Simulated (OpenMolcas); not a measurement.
# Cr³⁺ among point charges: CASSCF and CASPT2 levels and susceptibility

How does a field of 4 point charges split the states of Cr³⁺, and what χT follows?

Method: state-averaged CASSCF and CASPT2, spin-orbit coupling by RASSI with atomic mean-field integrals. Code: OpenMolcas 26.06.

## 1. Starting point

```
Species                           : Cr³⁺ (chromium, Z = 24, 21 electrons)
Basis                             : ANO-RCC-VTZP [6s5p3d2f1g], 59 functions
Scalar Hamiltonian                : DKH2, point nucleus
Inactive shells                   : 1s 2s 2p 3s 3p
Active space                      : 3 electrons in 5 orbitals (3d)
Some configurations of this space : 3d3
Orbitals                          : optimised for each spin and parity, averaged over all roots
```

Outer shells as boxes (Hund's rule):

3d3
```
3d [↑ ][↑ ][↑ ][  ][  ]
```

The ion sits among 4 point charges of -1.6 e arranged as a tetrahedron (Td), 1.91 Å from the ion.

Each step is its own input file, run in one work folder so that later steps find the files of earlier ones. Labels, J, g values, rates, χT and fits are worked out afterwards by a script from the matrices that RASSI stores.

## 2. Basis and integrals

a.inp

```
&GATEWAY
Coord
1

Cr 0.0 0.0 0.0
Basis=ANO-RCC-VTZP
Group=NoSym
NoMove
AngMom=0.0 0.0 0.0
AMFI
XField
4 Angstrom 0
1.102739 1.102739 1.102739 -1.600000
1.102739 -1.102739 -1.102739 -1.600000
-1.102739 1.102739 -1.102739 -1.600000
-1.102739 -1.102739 1.102739 -1.600000
&SEWARD
```

On the command line:

```console
OMP_NUM_THREADS=1 MOLCAS_MEM=1689 MOLCAS_PROJECT=a pymolcas a.inp > a.log
```

## 3. Reference wave functions, quartets, 10 roots

a.inp

```
&RASSCF
FileOrb=start.orb
Symmetry=1
Spin=4
nActEl=3 0 0
Inactive=9
Ras2=5
CIRoot=10 10 1
SDav=10
CIMx=300
Iter=120 100
PrWF=0.3
OrbListing=Nothing
MaxOrb=0
>>> COPY $Project.JobIph JOB001
```

start.orb holds the contracted functions of the basis, ordered by shell, or the orbitals of the step before.

## 4. CASSCF: doublets, 40 roots

a.inp

```
&RASSCF
FileOrb=start.orb
Symmetry=1
Spin=2
nActEl=3 0 0
Inactive=9
Ras2=5
CIRoot=40 40 1
SDav=40
CIMx=300
Iter=120 100
PrWF=0.3
OrbListing=Nothing
MaxOrb=0
>>> COPY $Project.JobIph JOB002
```

## 5. State interaction with spin-orbit coupling

a.inp

```
&RASSI
NrOfJobIphs=2 10 40
1 2 3 4 5 6 7 8 9 10
1 2 3 4 5 6 7 8 9 10 11 12 13 14 15 16 17 18 19 20 21 22 23 24 25 26 27
28 29 30 31 32 33 34 35 36 37 38 39 40
IphNames
JOB001
JOB002
EJob
SpinOrbit
DIPRint=1.0
SOCoupling=1000.0
Subsets=2
Property=9
'ANGMOM' 1 'ANGMOM' 2 'ANGMOM' 3 'MLTPL  1' 1 'MLTPL  1' 2 'MLTPL  1' 3
'AMFI' 1 'AMFI' 2 'AMFI' 3
SOProperty=3
'ANGMOM' 1 'ANGMOM' 2 'ANGMOM' 3
```

## 6. CASPT2: IPEA 0.25, imaginary shift 0.1 (closed shells correlated: 3s 3p)

a.inp

```
>>> COPY JOB001 $Project.JobIph
&CASPT2
Multistate=10 1 2 3 4 5 6 7 8 9 10
NoMult
Frozen=5
IPEA=0.25
Imaginary=0.1
MaxIter=60
WThr=0.0 0.3 0.05
PrWF=0.5
NoMix
>>> COPY JOB002 $Project.JobIph
&CASPT2
Multistate=40 1 2 3 4 5 6 7 8 9 10 11 12 13 14 15 16 17 18 19 20 21 22
23 24 25 26 27 28 29 30 31 32 33 34 35 36 37 38 39 40
NoMult
Frozen=5
IPEA=0.25
Imaginary=0.1
MaxIter=60
WThr=0.0 0.3 0.05
PrWF=0.5
NoMix
```

(Steps that only read results are left out.)

What does the calculation give? Wanted: spin-free ground state; first state of the same spin within the active space; lowest level; next level.

The runs gave:

| quantity | value |
| --- | --- |
| method | SS-CASPT2, IPEA 0.25, imaginary shift 0.1 (closed shells correlated: 3s 3p) |
| spin-free ground state | 4T1, 3-fold in its orbital part |
| first state of the same spin within the active space | 4T2 at 687 cm⁻¹ |
| lowest level | 4-fold Γ8 |
| next level | 119.2 cm⁻¹ |
| χT at 300 K | 1.09 cm³ K/mol |
| effective moment at 300 K | 2.95 μB |

Cost by method:

```tsv
method	time of its own steps	time with the reference
A. CASSCF	11 s	11 s
B. SS-CASPT2, IPEA 0.25, imaginary shift 0.1, +3s 3p	13 s	23 s
```

Times are of one thread on a shared host.

The spin-free ground state (4T1) comes to 100 % from free-ion F terms and keeps the highest spin of the shell. χT at 300 K is 1.09, against 1.88 cm³ K/mol for the spin alone, so spin-orbit coupling lowers it. A ligand-field fit to the states below 45000 cm-1 gives 10Dq = -1547 cm-1, B = 969 cm-1 and C = 3720 cm-1 (C/B = 3.84), with a deviation of 397 cm-1. CASPT2 does not keep the components of a term degenerate, and the means are used. The field of point charges can differ much from that of real complexes. Point charges carry no covalency, so the field is a model and not that of real ligands.
